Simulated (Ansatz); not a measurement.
# BClH6N2O: the cost of one run

All numbers below are computed with Ansatz 0.2.0 (RHF/6-31G*).

## 1. The starting structure

Bond lengths: B1–O2 1.760 Å, O2–H3 1.010 Å, B1–N4 1.550 Å, N4–H5 1.060 Å, N4–H6 1.060 Å, B1–N7 1.550 Å, N7–H8 1.060 Å, N7–H9 1.060 Å, B1–Cl10 2.160 Å, O2–H11 1.123 Å, Cl10–H11 1.362 Å. Angles (14 of 17 angles, heavy atoms first): O2–B1–N4 120.0°, O2–B1–N7 120.0°, O2–B1–Cl10 71.6°, N4–B1–N7 120.0°, N4–B1–Cl10 96.8°, N7–B1–Cl10 101.3°, B1–O2–H3 109.5°, B1–O2–H11 85.7°, B1–N4–H5 120.0°, B1–N4–H6 120.0°, B1–N7–H8 120.0°, B1–N7–H9 120.0°, B1–Cl10–H11 65.3°, O2–H11–Cl10 137.3°.

As a file:

```xyz
11

B     0.0000    0.0000    0.0000
O     0.0000    0.0000    1.7600
H    -0.9095   -0.2814    2.0971
N     1.3423    0.0000   -0.7750
H     1.8089   -0.9179   -1.0268
H     1.7937    0.9179   -1.0532
N    -1.3423    0.0000   -0.7750
H    -2.0112   -0.8164   -0.6764
H    -1.5914    0.8164   -1.4036
Cl    0.0968    2.0475    0.6811
H     0.0529    1.1186    1.6763
```

## 2. A restrained relaxation towards end A

Springs on the bonds that form and break draw the guess towards this end; the thresholds are loose.

input.yaml

```yaml
crystal:
  periodic: [false, false, false]
  atoms:
    - { symbol: B, position_ang: [0.0, 0.0, 0.0] }
    - { symbol: O, position_ang: [0.0, 0.0, 1.76] }
    - { symbol: H, position_ang: [-0.9095, -0.2814, 2.0971] }
    - { symbol: "N", position_ang: [1.3423, 0.0, -0.775] }
    - { symbol: H, position_ang: [1.8089, -0.9179, -1.0268] }
    - { symbol: H, position_ang: [1.7937, 0.9179, -1.0532] }
    - { symbol: "N", position_ang: [-1.3423, 0.0, -0.775] }
    - { symbol: H, position_ang: [-2.0112, -0.8164, -0.6764] }
    - { symbol: H, position_ang: [-1.5914, 0.8164, -1.4036] }
    - { symbol: Cl, position_ang: [0.0968, 2.0475, 0.6811] }
    - { symbol: H, position_ang: [0.0529, 1.1186, 1.6763] }
basis:
  gaussian: { orbitals: "6-31G*" }
hamiltonian:
  xc: hf
relax:
  f_tol: 0.15
  max_steps: 25
  restrain:
    - { distance: [0, 9], at: 3.06, k: 30.0 }
    - { distance: [10, 1], at: 2.21, k: 30.0 }
    - { distance: [0, 1], at: 1.41, k: 30.0 }
    - { distance: [10, 9], at: 1.37, k: 30.0 }
```

Command:

```sh
ansatz run input.yaml --threads 1 --pin off --max-ram 2048MiB --backend cpu --events-out ev --progress --plain --runs-dir out
```

What time and memory should one allow on 1 thread of Arm Neoverse V1, shared host?

About 39 s, with a peak of 0.17 GiB.
